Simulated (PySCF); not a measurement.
# C₃H₄BCl: NMR shifts at several levels of theory, part 2 of 2

PySCF 2.14.0. Atoms count from 0.

### 9 NMR shieldings: KT3/pcSseg-2

What the job is given:

```
{"job": {"kind": "nmr", "xc": "KT3", "basis": "pcSseg-2", "pop": false}, "charge": 0, "multiplicity": 1}
B      2.364709     1.461344     0.836002
C      1.263497     0.586901     0.308287
C      0.365649    -0.124998    -0.122784
C     -0.679306    -0.981036    -0.623211
Cl    -2.003236    -0.104173    -1.461504
H      3.295142     0.969747     1.427979
H      2.317670     2.655322     0.666540
H     -1.135231    -1.547481     0.202689
H     -0.264428    -1.706952    -1.338863
```

With the program's defaults for keys left out, this is: GIAO KT3/pcSseg-2 NMR shielding, non-relativistic, gas phase.

Standard output:

```text
coarse grid: 8448 points
cycle   1  E = -607.1909448674  dE =  3.343e-01  |g| = 4.446e-01  |ddm| = 3.507e+00
cycle   2  E = -607.0751362964  dE =  1.158e-01  |g| = 7.641e-01  |ddm| = 1.624e+00
cycle   3  E = -607.2044416306  dE = -1.293e-01  |g| = 3.680e-01  |ddm| = 1.085e+00
cycle   4  E = -607.2419750969  dE = -3.753e-02  |g| = 5.930e-02  |ddm| = 3.488e-01
cycle   5  E = -607.2429611707  dE = -9.861e-04  |g| = 2.309e-02  |ddm| = 1.030e-01
cycle   6  E = -607.2431058255  dE = -1.447e-04  |g| = 4.293e-03  |ddm| = 3.314e-02
cycle   7  E = -607.2431104149  dE = -4.589e-06  |g| = 9.425e-04  |ddm| = 9.455e-03
final grid: 78072 points
cycle   8  E = -607.2549213115  dE = -2.647e-04  |g| = 2.192e-02  |ddm| = 5.274e-01
cycle   9  E = -607.2548697168  dE =  5.159e-05  |g| = 2.202e-02  |ddm| = 6.849e-02
cycle  10  E = -607.2549627163  dE = -9.300e-05  |g| = 6.064e-03  |ddm| = 5.473e-02
cycle  11  E = -607.2549724181  dE = -9.702e-06  |g| = 2.465e-03  |ddm| = 1.283e-02
cycle  12  E = -607.2549737314  dE = -1.313e-06  |g| = 9.866e-04  |ddm| = 2.794e-03
cycle  13  E = -607.2549740159  dE = -2.845e-07  |g| = 7.668e-05  |ddm| = 1.158e-03
cycle  14  E = -607.2549740175  dE = -1.521e-09  |g| = 2.118e-05  |ddm| = 1.219e-04
cycle  15  E = -607.2549740176  dE = -1.191e-10  |g| = 4.826e-06  |ddm| = 3.594e-05
converged SCF energy = -607.2549740176

GIAO shielding tensors (ppm)
atom      isotropic    diamagn.    paramagn.     s11        s22        s33       span
  0 B       39.296     192.520    -153.225    -24.376      9.393    132.870    157.246
  1 C       74.467     272.911    -198.444     -2.011      0.241    225.171    227.183
  2 C       33.814     275.013    -241.200    -15.846      3.992    113.296    129.142
  3 C      141.644     235.986     -94.342    117.600    137.802    169.529     51.929
  4 Cl     772.450    1148.234    -375.783    534.093    689.458   1093.801    559.708
  5 H       25.021      27.928      -2.907     21.619     26.642     26.802      5.184
  6 H       24.955      28.646      -3.692     21.229     26.740     26.894      5.665
  7 H       26.452      26.964      -0.512     20.386     26.064     32.905     12.519
  8 H       26.450      25.626       0.824     20.403     26.061     32.888     12.485
```

Wall time 25 s (1 thread of Arm Neoverse V2, shared host); peak memory 0.85 GiB.

In short: δ C2 147.5, C1 106.8, C3 39.7, B0 59.3, H5 6.37, H7 4.90 ppm (means over like atoms).

### 10 Nuclear shieldings: B97-D/pcSseg-2

Same as in step 9 but for these lines:

```diff
@@ -1,2 +1,2 @@
-{"job": {"kind": "nmr", "xc": "KT3", "basis": "pcSseg-2", "pop": false}, "charge": 0, "multiplicity": 1}
+{"job": {"kind": "nmr", "xc": "B97-D", "basis": "pcSseg-2", "pop": false}, "charge": 0, "multiplicity": 1}
 B      2.364709     1.461344     0.836002
```

Method: GIAO B97-D/pcSseg-2 NMR shielding, non-relativistic, gas phase.

Standard output:

```text
coarse grid: 8448 points
cycle   1  E = -601.6444797433  dE =  3.107e-01  |g| = 4.397e-01  |ddm| = 2.330e+00
cycle   2  E = -601.5205436911  dE =  1.239e-01  |g| = 7.868e-01  |ddm| = 1.867e+00
cycle   3  E = -601.6584640920  dE = -1.379e-01  |g| = 3.662e-01  |ddm| = 1.158e+00
cycle   4  E = -601.6951047675  dE = -3.664e-02  |g| = 6.385e-02  |ddm| = 3.639e-01
cycle   5  E = -601.6962127330  dE = -1.108e-03  |g| = 2.553e-02  |ddm| = 1.062e-01
cycle   6  E = -601.6963852302  dE = -1.725e-04  |g| = 4.382e-03  |ddm| = 3.441e-02
cycle   7  E = -601.6963894159  dE = -4.186e-06  |g| = 1.271e-03  |ddm| = 9.110e-03
final grid: 78072 points
cycle   8  E = -601.6902825069  dE = -9.357e-05  |g| = 1.396e-02  |ddm| = 1.721e-01
cycle   9  E = -601.6902217402  dE =  6.077e-05  |g| = 1.947e-02  |ddm| = 4.442e-02
cycle  10  E = -601.6902962656  dE = -7.453e-05  |g| = 7.767e-03  |ddm| = 3.425e-02
cycle  11  E = -601.6903118919  dE = -1.563e-05  |g| = 2.282e-03  |ddm| = 7.535e-03
cycle  12  E = -601.6903133460  dE = -1.454e-06  |g| = 3.771e-04  |ddm| = 3.610e-03
cycle  13  E = -601.6903133809  dE = -3.492e-08  |g| = 5.154e-05  |ddm| = 7.112e-04
cycle  14  E = -601.6903133815  dE = -5.198e-10  |g| = 2.620e-05  |ddm| = 7.821e-05
converged SCF energy = -601.6903133815

GIAO shielding tensors (ppm)
atom      isotropic    diamagn.    paramagn.     s11        s22        s33       span
  0 B       35.028     195.639    -160.611    -28.769      2.515    131.339    160.108
  1 C       68.021     263.569    -195.549    -10.753     -9.992    224.807    235.560
  2 C       26.442     267.549    -241.108    -27.090     -4.348    110.762    137.852
  3 C      138.381     240.590    -102.209    113.946    133.893    167.303     53.357
  4 Cl     760.064    1147.897    -387.832    514.725    674.362   1091.106    576.380
  5 H       24.929      28.781      -3.851     21.202     26.665     26.920      5.719
  6 H       24.866      29.291      -4.425     20.832     26.850     26.915      6.083
  7 H       26.559      28.197      -1.638     20.606     26.176     32.894     12.288
  8 H       26.557      27.286      -0.729     20.622     26.173     32.877     12.255
```

Wall time 24 s (1 thread of Arm Neoverse V2, shared host); peak memory 0.89 GiB.

Key values: δ C2 152.6, C1 111.0, C3 40.6, B0 61.3, H5 6.50, H7 4.84 ppm (means over like atoms).

### 11 Nuclear shieldings: B3LYP/pcSseg-2

Same as in step 10 but for these lines:

```diff
@@ -1,2 +1,2 @@
-{"job": {"kind": "nmr", "xc": "B97-D", "basis": "pcSseg-2", "pop": false}, "charge": 0, "multiplicity": 1}
+{"job": {"kind": "nmr", "xc": "B3LYP", "basis": "pcSseg-2", "pop": false}, "charge": 0, "multiplicity": 1}
 B      2.364709     1.461344     0.836002
```

Method: GIAO B3LYP/pcSseg-2 NMR shielding, non-relativistic, gas phase.

Standard output:

```text
coarse grid: 8448 points
cycle   1  E = -601.7482343620  dE =  3.801e-01  |g| = 3.890e-01  |ddm| = 2.254e+00
cycle   2  E = -601.6831847410  dE =  6.505e-02  |g| = 6.287e-01  |ddm| = 1.528e+00
cycle   3  E = -601.7777591201  dE = -9.457e-02  |g| = 1.933e-01  |ddm| = 8.098e-01
cycle   4  E = -601.7870532112  dE = -9.294e-03  |g| = 4.955e-02  |ddm| = 2.468e-01
cycle   5  E = -601.7876731833  dE = -6.200e-04  |g| = 1.168e-02  |ddm| = 6.176e-02
cycle   6  E = -601.7877059658  dE = -3.278e-05  |g| = 2.681e-03  |ddm| = 1.773e-02
cycle   7  E = -601.7877072923  dE = -1.327e-06  |g| = 9.502e-04  |ddm| = 5.212e-03
final grid: 78072 points
cycle   8  E = -601.7988964575  dE = -4.112e-05  |g| = 4.699e-03  |ddm| = 5.363e-02
cycle   9  E = -601.7988902112  dE =  6.246e-06  |g| = 6.695e-03  |ddm| = 1.467e-02
cycle  10  E = -601.7989016280  dE = -1.142e-05  |g| = 1.578e-03  |ddm| = 1.012e-02
cycle  11  E = -601.7989021679  dE = -5.399e-07  |g| = 5.997e-04  |ddm| = 1.859e-03
cycle  12  E = -601.7989022564  dE = -8.844e-08  |g| = 9.116e-05  |ddm| = 8.759e-04
cycle  13  E = -601.7989022581  dE = -1.752e-09  |g| = 2.242e-05  |ddm| = 3.065e-04
cycle  14  E = -601.7989022583  dE = -1.191e-10  |g| = 6.444e-06  |ddm| = 4.001e-05
converged SCF energy = -601.7989022583

GIAO shielding tensors (ppm)
atom      isotropic    diamagn.    paramagn.     s11        s22        s33       span
  0 B       28.873     193.391    -164.517    -39.855     -5.452    131.927    171.782
  1 C       68.628     263.330    -194.702    -17.812    -17.459    241.156    258.968
  2 C       20.036     266.427    -246.391    -34.863    -11.811    106.782    141.645
  3 C      140.507     237.277     -96.769    116.831    135.853    168.838     52.006
  4 Cl     766.517    1147.046    -380.529    518.194    687.987   1093.372    575.178
  5 H       24.880      28.654      -3.774     20.981     26.805     26.853      5.871
  6 H       24.817      29.098      -4.281     20.616     26.731     27.103      6.487
  7 H       26.707      28.202      -1.495     20.706     26.269     33.145     12.439
  8 H       26.705      27.523      -0.817     20.721     26.266     33.128     12.407
```

It took 20 s on 1 thread of Arm Neoverse V2, shared host; peak memory 1 GiB.

This run: δ C2 159.2, C1 110.6, C3 38.7, B0 67.5, H5 6.54, H7 4.68 ppm (means over like atoms).

### 12 Side by side: NMR shifts

Shifts (ppm), means over like atoms, with basis size and wall time:

| run | C2 | C1 | C3 | H5 | H7 | B0 | Cl4 | functions | time |
| --- | --- | --- | --- | --- | --- | --- | --- | --- | --- |
| HF/pcSseg-2 | 156.2 | 91.4 | 31.9 | 6.09 | 4.30 | 62.7 | 96 | 243 | 12 s |
| LDA/pcSseg-2 | 173.9 | 126.0 | 40.4 | 7.21 | 4.94 | 76.6 | 189 | 243 | 20 s |
| PBE/pcSseg-2 | 162.6 | 117.8 | 40.2 | 6.85 | 4.86 | 68.2 | 175 | 243 | 25 s |
| BLYP/pcSseg-2 | 160.6 | 115.9 | 40.6 | 6.64 | 4.87 | 66.5 | 181 | 243 | 24 s |
| BP86/pcSseg-2 | 161.1 | 116.9 | 40.4 | 6.79 | 4.83 | 66.8 | 172 | 243 | 24 s |
| OPBE/pcSseg-2 | 154.5 | 113.1 | 40.3 | 6.77 | 4.85 | 63.6 | 159 | 243 | 25 s |
| KT2/pcSseg-2 | 152.8 | 110.3 | 39.1 | 6.57 | 4.94 | 62.1 | 170 | 243 | 25 s |
| KT3/pcSseg-2 | 147.5 | 106.8 | 39.7 | 6.37 | 4.90 | 59.3 | 165 | 243 | 25 s |
| B97-D/pcSseg-2 | 152.6 | 111.0 | 40.6 | 6.50 | 4.84 | 61.3 | 167 | 243 | 24 s |
| B3LYP/pcSseg-2 | 159.2 | 110.6 | 38.7 | 6.54 | 4.68 | 67.5 | 161 | 243 | 20 s |

### 13 Summary of results

This closing draws on all 2 parts.

```
                                                            quantity                  value
                                ¹³C shifts against TMS (HF/pcSseg-2)  156.2, 91.4, 31.9 ppm
¹H shifts against TMS (HF/pcSseg-2, means over atoms taken as alike)         6.09, 4.30 ppm
                           ¹¹B shifts against BF3·OEt2 (HF/pcSseg-2)               62.7 ppm
                               ³⁵Cl shifts against HCl (HF/pcSseg-2)                 96 ppm
                                           range of the shift of Cl4          96 to 189 ppm
```

In words: Single values in the summary come from the first run of each kind that ended normally (HF/pcSseg-2), which need not be the best level. At HF/pcSseg-2: The widest tensor belongs to Cl4: span 468 ppm, with a paramagnetic part of -298 ppm. Across the 10 runs the shift of Cl4 moves most, between 96 (HF/pcSseg-2) and 189 ppm (LDA/pcSseg-2).
